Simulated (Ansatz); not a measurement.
# Ni: the cost of one run

Method: DFT PBE, PAW, plane waves, scalar-relativistic, in Ansatz 0.2.0.

**1. Starting point**

It takes space group Fm-3m (No. 225, cubic). Conventional cell: a = 3.536 Å, b = 3.536 Å, c = 3.536 Å, α = 90.00°, β = 90.00°, γ = 90.00°. Around Ni (site symmetry m-3m) lie 12 Ni at 2.50 Å.

As a file:

```cif
data_structure
_symmetry_space_group_name_H-M 'Fm-3m'
_symmetry_Int_Tables_number 225
_cell_length_a 3.5356
_cell_length_b 3.5356
_cell_length_c 3.5356
_cell_angle_alpha 90.000
_cell_angle_beta 90.000
_cell_angle_gamma 90.000
_cell_volume 44.20
loop_
_atom_site_label
_atom_site_type_symbol
_atom_site_symmetry_multiplicity
_atom_site_Wyckoff_symbol
_atom_site_fract_x
_atom_site_fract_y
_atom_site_fract_z
_atom_site_occupancy
Ni1 Ni 4 a 0.00000 0.00000 0.00000 1
```

In tables a label like Ni2 counts atoms in the order of input.yaml; a structure file may count by element.

The first starts: parallel moments, plain SCF; opposed moments +-, plain SCF; no spin polarisation; spin on, no moments given (the program may seed its own), plain SCF. What is tried next depends on their ends.

“Plain SCF” means no search for lower states. 

Site moments are integrals over atomic spheres and don't add up to the total.

**2. Parallel moments, plain SCF**

Input file input.yaml:

```yaml
crystal:
  lattice:
    - [-1.7678, -3.5356, -1.7678]
    - [-1.7678, 0.0, -1.7678]
    - [1.7678, 0.0, -1.7678]
  atoms:
    - { symbol: Ni, position: [0.0, 0.0, 0.0], spin: 2.0 }
    - { symbol: Ni, position: [0.5, 0.0, 0.5], spin: 2.0 }
magnetization:
  spin_polarized: true
hamiltonian:
  xc: pbe
  pseudopotentials: { kind: paw }
basis:
  ecutwfc: 420
kpoints:
  mp_grid: { grid: [8, 13, 11] }
scf:
  occupations: { method: gaussian, width: 0.05 }
  lower_state_search: "off"
output:
  forces: true
  stress: true
```

What time and memory should one allow on 2 threads of an Arm CPU, shared host?

About 13 s, with a peak of 0.49 GiB.
